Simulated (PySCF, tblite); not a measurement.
# C₂H₉AsN₂Si: geometry, infrared bands and NMR shifts

Aim: predict the infrared bands and NMR shifts of C₂H₉AsN₂Si (`C=N[Si@@H]([AsH2])NC`).

Computed with tblite 0.8.0 and PySCF 2.14.0, with density-fitted response routines of our own, on a single molecule in the gas phase. Atoms count from 0, in the outputs and in this text.

## (1) The starting structure

15 atoms, charge 0, multiplicity 1; geometry from: force field or distance geometry start.

Bonds of the start (Å): C0–N1 1.29, N1–Si2 1.77, Si2–As3 2.32, Si2–N4 1.78, N4–C5 1.44, C0–H6 1.08, C0–H7 1.09, Si2–H8 1.45, As3–H9 1.56, As3–H10 1.55, N4–H11 1.04, C5–H12 1.11, C5–H13 1.10, C5–H14 1.10.

## (2) Relaxing the molecule with GFN2-xTB

Job settings and geometry (Å):

```
{"job": {"kind": "relax", "xc": "GFN2-xTB", "basis": "xTB"}, "charge": 0, "multiplicity": 1}
C      2.600600    -0.811400    -0.519200
N      2.055900     0.353700    -0.517800
Si     0.398300     0.529700     0.063600
As    -0.434600     2.401700    -1.027100
N     -0.449100    -0.977900    -0.339500
C     -1.864600    -0.962700    -0.101600
H      3.617800    -0.869800    -0.878100
H      2.080300    -1.710100    -0.188800
H      0.437300     0.742100     1.501900
H     -1.988800     2.446000    -1.099300
H      0.202300     3.661800    -0.394600
H      0.053600    -1.767900     0.120000
H     -2.174300    -2.017500     0.066600
H     -2.381100    -0.612800    -1.013100
H     -2.158100    -0.397000     0.799500
```

On the command line:

```bash
> OMP_NUM_THREADS=1 python probes_run.py task.json out
```

This one command runs all jobs of the session in turn.

**Question.** This job is followed by: GFN2-xTB harmonic vibrations, gas phase; GIAO PBE0/pcSseg-1 NMR shielding, non-relativistic, gas phase. Predict these results of the whole session: strongest single infrared mode (GFN2-xTB); zero-point energy (GFN2-xTB); ¹³C shifts against TMS (PBE0/pcSseg-1); ¹H shifts against TMS (PBE0/pcSseg-1, means over atoms taken as alike); ¹⁵N shifts against NH3 (PBE0/pcSseg-1); ²⁹Si shifts against TMS (PBE0/pcSseg-1); ⁷⁵As shifts against AsH3 (PBE0/pcSseg-1).

**Answer**, as computed:

| quantity | value |
| --- | --- |
| strongest single infrared mode (GFN2-xTB) | 1882 cm⁻¹, 709 km/mol |
| zero-point energy (GFN2-xTB) | 66.5 kcal/mol |
| ¹³C shifts against TMS (PBE0/pcSseg-1) | 171.7, 31.6 ppm |
| ¹H shifts against TMS (PBE0/pcSseg-1, means over atoms taken as alike) | 8.75, 8.64, 6.34, 2.78, 1.90, 0.09 ppm |
| ¹⁵N shifts against NH3 (PBE0/pcSseg-1) | 430.3, 28.4 ppm |
| ²⁹Si shifts against TMS (PBE0/pcSseg-1) | -15.4 ppm |
| ⁷⁵As shifts against AsH3 (PBE0/pcSseg-1) | -11 ppm |

What this shows: Relaxing lowered the energy by 1.403 eV in 106 steps; the close pair that moved most is As3–H10, from 1.547 to 1.494 Å. All 39 modes are real, so the xTB geometry is a minimum. The strongest single mode, at 1882 cm⁻¹, moves mainly H9. Unscaled tight-binding wavenumbers are off by several per cent, some by more. Its intensities can rank the bands wrongly. At PBE0/pcSseg-1: Shielding is most anisotropic at N1 (span 812 ppm, paramagnetic term -495 ppm). Spin-orbit coupling is left out, which matters for shieldings and couplings at and beside the heavy atoms.
